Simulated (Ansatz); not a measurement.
**BGeNH (quartet): wave-function methods side by side, cc-pVDZ**

An exercise on one series of results from a longer session: the logs are not shown, and one member is left open.

The runs use Ansatz 0.2.0, Gaussian basis; cc-pVDZ, core rule «outside noble gas», up to 16 orbitals frozen.

Plan: UHF; CCSD(T) on ROHF; CCSD(T) on UHF; BCCD(T) on ROHF; CISD as a restricted active space (open shells left free, so some higher excitations enter); CCSDT(Q) on ROHF; CCSDT(Q) on UHF.

27 further runs of the same task are left out: 14 that didn't finish, 13 set aside as unsound or not needed. Runs told in other sessions of the task aren't counted.

## What is computed

The geometry is a PBE0/def2-TZVP stationary point (not a proven minimum). No spin-orbit coupling is included. The filled d shell of Ge may be among the frozen orbitals whatever the setting's name suggests.

4 atoms, charge 0, spin multiplicity 4.

Atoms are counted from 1 here; the program's logs count them from 0.

Bond lengths: Ge1–B2 1.973 Å, B2–N3 1.239 Å, N3–H4 0.992 Å. Angles: Ge1–B2–N3 180.0°, B2–N3–H4 180.0°.

As a file:

```xyz
4

Ge    0.0000    0.0000   -2.3474
B     0.0000    0.0000   -0.3744
N     0.0000    0.0000    0.8650
H     0.0000    0.0000    1.8568
```

The first run:

Contents of in.yaml:

```yaml
crystal:
  periodic: [false, false, false]
  atoms:
    - {symbol: Ge, position_ang: [0.000000, 0.000000, -2.347399]}
    - {symbol: B, position_ang: [0.000000, 0.000000, -0.374442]}
    - {symbol: N, position_ang: [0.000000, 0.000000, 0.865005]}
    - {symbol: H, position_ang: [0.000000, 0.000000, 1.856836]}
basis:
  gaussian: {orbitals: cc-pVDZ}
magnetization: {spin_polarized: true, initial_magnetization: 3}
hamiltonian: {xc: hf}
output: {orbitals: {seedname: orbitals}}
```

Command:

```console
$ ansatz run in.yaml --threads 1 --pin off --events-out ev --progress --plain --max-ram 2393MiB
```

Among the steps run: UHF; CCSD(T) on ROHF; CCSD(T) on UHF; BCCD(T) on ROHF; CISD as a restricted active space (open shells left free, so some higher excitations enter); CCSDT(Q) on ROHF; CCSDT(Q) on UHF.

One table of the session follows, with a row left open; its other results are not shown here.

It belongs to the step «Misses and costs». 

| method | from RCCSDT(Q) (kJ/mol) |
| --- | --- |
| ROHF | +835.2 |
| UHF | +830.1 |
| RMP2 | +93.5 |
| UMP2 | +92.0 |
| CISD | +110.4 |
| RCCSD | +38.9 |
| UCCSD | +36.9 |
| RCCSD(T) | +5.3 |
| UCCSD(T) | +3.5 |
| BCCD(T) | +5.4 |
| RCCSDT | ? |
| UCCSDT | +0.8 |
| RCCSDT(Q) | 0 |
| UCCSDT(Q) | -2.3 |

Q: Estimate the row for RCCSDT from the others.

**Answer.** from RCCSDT(Q) (kJ/mol): +2.7. In the column «from RCCSDT(Q) (kJ/mol)» it lies between UCCSDT (+0.8) and UCCSD(T) (+3.5).

With the free atoms at the same levels and basis (separate runs), the atomisation energy is 10.550 eV at RCCSDT(Q), 10.519 eV at RCCSD(T), 10.526 eV at UCCSD(T), 7.710 eV at ROHF.

To keep in mind: Restricted and unrestricted rows rest on different reference determinants; a gap between their highest levels can come from leftover correlation error, from unlike frozen cores or from another state.
